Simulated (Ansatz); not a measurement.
# GaNH2ClF (SMILES [NH2][Ga]([F])[Cl]): RPA@PBE0/6-31G(d) (spherical functions)

What is the vertical singlet–triplet gap of GaNH2ClF at RPA@PBE0/6-31G* (spherical functions)? 

Program for the calculation: Ansatz 0.2.0.

128 further runs of the same task are left out: 128 set aside as unsound or not needed.

**1. The molecule**

GaNH2ClF has 6 atoms, charge 0, and is taken as a singlet. As SMILES, `[NH2][Ga]([F])[Cl]`. The shape is that of a PBE0-D4/def2-TZVP optimisation.

Bond lengths: N1–Ga2 1.791 Å, Ga2–F3 1.743 Å, Ga2–Cl4 2.117 Å, N1–H5 1.005 Å, N1–H6 1.005 Å. Angles: N1–Ga2–F3 119.0°, N1–Ga2–Cl4 124.0°, F3–Ga2–Cl4 116.9°, Ga2–N1–H5 121.8°, Ga2–N1–H6 122.2°, H5–N1–H6 113.3°.

**2. The energy at RPA@PBE0/6-31G(d) (spherical functions)**

File run.yaml:

```yaml
basis:
  gaussian:
    orbitals: 6-31G_st_-spherical.json
crystal:
  periodic: [false, false, false]
  atoms:
    - {symbol: "N", position_ang: [-0.193400, 1.027000, -0.045900]}
    - {symbol: Ga, position_ang: [0.233000, -0.711000, 0.012900]}
    - {symbol: F, position_ang: [1.569300, -1.221300, 1.009300]}
    - {symbol: Cl, position_ang: [-0.740100, -2.208600, -1.123700]}
    - {symbol: H, position_ang: [0.201900, 1.691500, 0.596800]}
    - {symbol: H, position_ang: [-1.028600, 1.358600, -0.495600]}
hamiltonian:
  xc: {name: PBE0}
correlation:
  method: rpa
  frozen_orbitals: {Cl: 5, F: 1, Ga: 9, H: 0, "N": 1}
accuracy: high
```

The basis set 6-31G* is read from a file made from the Basis Set Exchange's data (not shown).

Command:

```bash
$ ansatz run run.yaml --threads 1 --pin off --max-ram 3480MiB --events-out events.jsonl --progress --plain --runs-dir runs
```

The program printed:

```text
Warning: RAYON_NUM_THREADS=1 ignored (pool sized by the plan → 1); use --threads N
Functional definition: PBE0
  name "PBE0"
  parameter a = 0.25
  parameter kappa = 0.804
  parameter beta = 0.06672455060314922
  exchange = (1 - a)*pbe_x(kappa = kappa, mu = beta*pi^2/3) + a*exact_x
  correlation = pbe_c(beta = beta)
1713 factors; integrals over basis functions are off by at most 4.7e-9 eV
mean field evaluation 1: about -69112.2092 eV, gradient 6.3e1 eV
mean field evaluation 2: about -69112.3096 eV, gradient 6.3e1 eV
mean field evaluation 4: about -69119.3812 eV, gradient 8.5e0 eV
mean field evaluation 8: about -69119.5984 eV, gradient 3.6e-1 eV
mean field evaluation 16: about -69119.5986 eV, gradient 3.8e-5 eV
mean field -69119.59864625 eV, -2540.0983993030 hartree, gradient 5.4e-8 eV, S^2 0.000000; 0 other end points of the search recorded, 0 dependent functions left out
16 core orbitals not correlated: weight in the atoms' cores, before any rotation towards them, 1.000 or more for the frozen orbitals, at most 0.000 for the correlated occupied ones
reference -69051.33212524 eV, -2537.5896509287 hartree; 17, 17 occupied and 49, 49 virtual orbitals, 1713 factors
Total energy: -69076.44234338 eV, -2538.5124344248 hartree
```

Run time: 15 s. Hardware: 1 thread of Arm Neoverse V1, shared host; peak memory 0.28 GiB.

**3. The triplet at the same level**

File molecule.yaml:

```yaml
crystal:
  periodic: [false, false, false]
  atoms:
    - {symbol: "N", position_ang: [-0.193400, 1.027000, -0.045900]}
    - {symbol: Ga, position_ang: [0.233000, -0.711000, 0.012900]}
    - {symbol: F, position_ang: [1.569300, -1.221300, 1.009300]}
    - {symbol: Cl, position_ang: [-0.740100, -2.208600, -1.123700]}
    - {symbol: H, position_ang: [0.201900, 1.691500, 0.596800]}
    - {symbol: H, position_ang: [-1.028600, 1.358600, -0.495600]}
basis:
  gaussian:
    orbitals: 6-31G_st_-spherical.json
magnetization:
  spin_polarized: true
  initial_magnetization: 2
hamiltonian:
  xc: pbe0
correlation:
  method: rpa
  frozen_orbitals: {Cl: 5, F: 1, Ga: 9, H: 0, "N": 1}
accuracy: high
```

The basis set 6-31G* is read from a file made from the Basis Set Exchange's data (not shown).

Command:

```bash
$ ansatz run molecule.yaml --threads 1 --pin off --max-ram 3480MiB --events-out events.jsonl --progress --plain --runs-dir runs
```

The program printed, cut to the lines that bear on the results:

```text
Warning: RAYON_NUM_THREADS=1 ignored (pool sized by the plan → 1); use --threads N
[... 2 set-up lines as earlier in the session ...]
[...]
1713 factors; integrals over basis functions are off by at most 4.7e-9 eV
[...]
mean field -69114.48693726 eV, -2539.9105474623 hartree, gradient 9.8e-8 eV, S^2 2.003784; 6 other end points of the search recorded, 0 dependent functions left out
16 core orbitals not correlated: weight in the atoms' cores, before any rotation towards them, 1.000 or more for the frozen orbitals, at most 0.000 for the correlated occupied ones
reference -69046.19554423 eV, -2537.4008850583 hartree; 18, 16 occupied and 48, 50 virtual orbitals, 1713 factors
Total energy: -69071.11093493 eV, -2538.3165087781 hartree
```

Run time: 40 s. Hardware: 1 thread of Arm Neoverse V1, shared host; peak memory 0.61 GiB.

**4. Summary of results**

Level: RPA@PBE0/6-31G* (spherical functions), 16 core orbitals frozen.

| quantity | value |
| --- | --- |
| singlet: total energy | -2538.51243 Eh |
| singlet: RPA correlation energy (valence) | -922.8 mEh |
| triplet: total energy | -2538.31651 Eh |
| triplet: RPA correlation energy (valence) | -915.6 mEh |
| triplet: ⟨S²⟩ of the reference determinant | 2.004 |
| vertical energy of the triplet above the singlet | 5.331 eV |

At this shape the triplet lies 5.33 eV (514 kJ/mol) above the singlet.
